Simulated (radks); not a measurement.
**Sc¹⁵⁺ in [He] 2s2 2p2: an all-electron calculation**

Wanted: eigenvalues, radial structure and energy terms of the scandium ion Sc15+.

Method: Dirac Kohn-Sham, PBE, spin-unpolarised, spherical densities, point nucleus; open shells are shared between the two j in proportion to 2j + 1. Code: radks (a radial shooting solver on a logarithmic mesh, Libxc functionals) version 1.

### 1 Starting point

| Quantity | Value |
| --- | --- |
| element | scandium (Z = 21) |
| charge | +15 |
| electrons | 6 |
| configuration | [He] 2s2 2p2 |

Outer shells as boxes (Hund's rule):

Sc¹⁵⁺
```
[He] core
2s [↑↓]
2p [↑ ][↑ ][  ]
```

### 2 Self-consistent calculation

Settings of this run:

```text
Z 21
configuration [He] 2s2 2p2
relativity Dirac
functional pbe,pbe
spin unpolarised
j_filling average
nucleus point
c 137.035999084
```

On the command line:

```console
$ python run_ks.py task.json out
```

All runs below come from this command, one after another.

**Question.** What will this run give?

**Answer**, as computed:

```
                        quantity                    value
                    total energy       -599.05721 hartree
exchange-correlation share of it                   3.60 %
                            −T/E                   1.0109
          highest occupied level        2p3/2, -960.55 eV
    most extended occupied level  2s1/2, <r> = 0.315 bohr
 radius at density 0.001 e/bohr³               0.965 bohr
    maxima of the radial density                        2
         ionisation energy, NIST    1008.6 (semi-emp.) eV
```

**Reading.** 2 principal shells are occupied and 2 maxima appear in the radial density. Relativity lifts −T/E to 1.011. Minus the highest eigenvalue, 960.55 eV, is 95 % of the tabulated ionisation energy (1008.6 eV). Spin polarisation and multiplet splitting are left out.
